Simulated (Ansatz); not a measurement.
**LiCu: vertical ionisation energy**

How much energy removes an electron from LiCu at fixed geometry? The cation is run at each level and the neutral's energy taken from earlier runs.

Method: unrestricted cation, the program's frozen cores in correlated methods; program: Ansatz 0.2.0, Gaussian basis.

Plan: UKS PBE-D4/def2-TZVPP; UKS r2SCAN-D4/def2-TZVPP; UKS PBE0-D4/def2-TZVPP; UKS B3LYP-D4/def2-TZVPP; UKS wB97X-V/def2-TZVPP; UKS wB97M-V/def2-TZVPP; UKS B2PLYP (frozen core with 3s3p of Cu, Zn)/def2-TZVPP; UHF-CCSD(T) with 3s3p of Cu, Zn/def2-TZVPP; UHF-CCSD(T) with 3s3p of Cu, Zn/def2-QZVPP; extrapolation to the limit; then −ε(HOMO) from the neutral's earlier runs with LDA (SPW92), PBE-D4, revPBE-D4, BLYP-D4, r2SCAN-D4, B97M-V, PBE0-D4, B3LYP-D4, r2SCANh-D4, r2SCAN0-D4, HSE06-D4, BHLYP-D4, CAM-B3LYP-D4, LC-ωPBE, ωB97X-V, ωB97M-V.

**1. Structure used throughout**

The geometry comes from an earlier relaxation with PBE0-D4 in a triple-zeta def2 set; it is a stationary point.

SMILES `[Li][Cu]`, 2 atoms, charge 0, spin multiplicity 1.

Atoms are counted from 1 here; the program's logs count them from 0.

Bond lengths: Li1–Cu2 2.319 Å.

As a file:

```xyz
2
charge 0, multiplicity 1
Li    0.9892   -0.3306    0.5069
Cu   -0.9892    0.3306   -0.5069
```

**2. Cation, UKS PBE-D4/def2-TZVPP**

Contents of in.yaml:

```yaml
crystal:
  periodic: [false, false, false]
  atoms:
    - {symbol: Li, position_ang: [0.989208, -0.330616, 0.506879]}
    - {symbol: Cu, position_ang: [-0.989208, 0.330616, -0.506879]}
basis:
  gaussian: {orbitals: def2-TZVPP}
total_charge: 1
magnetization: {spin_polarized: true, initial_magnetization: 1}
hamiltonian: {xc: pbe, dispersion: d4}
```

The run is started by

```
ansatz run in.yaml --threads 2 --pin off --events-out ev --progress --plain --max-ram 32768MiB --backend cpu
```

The runs that follow: Cation, UKS r2SCAN-D4/def2-TZVPP; Cation, UKS PBE0-D4/def2-TZVPP; Cation, UKS B3LYP-D4/def2-TZVPP; Cation, UKS wB97X-V/def2-TZVPP; Cation, UKS wB97M-V/def2-TZVPP; Cation, UKS B2PLYP (frozen core with 3s3p of Cu, Zn)/def2-TZVPP; Cation, UHF-CCSD(T) with 3s3p of Cu, Zn/def2-TZVPP; Cation, UHF-CCSD(T) with 3s3p of Cu, Zn/def2-QZVPP.

**Question.** What will the summary of the whole plan be? Wanted: ionisation energy, CCSD(T)/CBS; nearest functional by difference; nearest −ε(HOMO); −ε(HOMO) of PBE; T1 of the cation.

**Answer**, as computed:

```
                        quantity                 value
  ionisation energy, CCSD(T)/CBS               6.74 eV
nearest functional by difference  r2SCAN-D4 (-0.07 eV)
                nearest −ε(HOMO)    LC-ωPBE (-0.09 eV)
                 −ε(HOMO) of PBE               3.98 eV
                T1 of the cation                 0.026
```

In words: By cation minus neutral, the functionals miss by 0.24 eV at most. −ε(HOMO) of PBE misses by 2.8 eV, since self-interaction lifts the level. Among orbital estimates LC-ωPBE comes nearest. Hartree-Fock falls 1.55 eV short, as the neutral has more correlation energy than the cation. The cation may have settled in a state other than its lowest; no search over hole states beyond the program's own was made. For Cu the d shell is correlated and the shells below it are frozen. Correlated methods include outer-core shells of Li, which these sets cover unevenly.
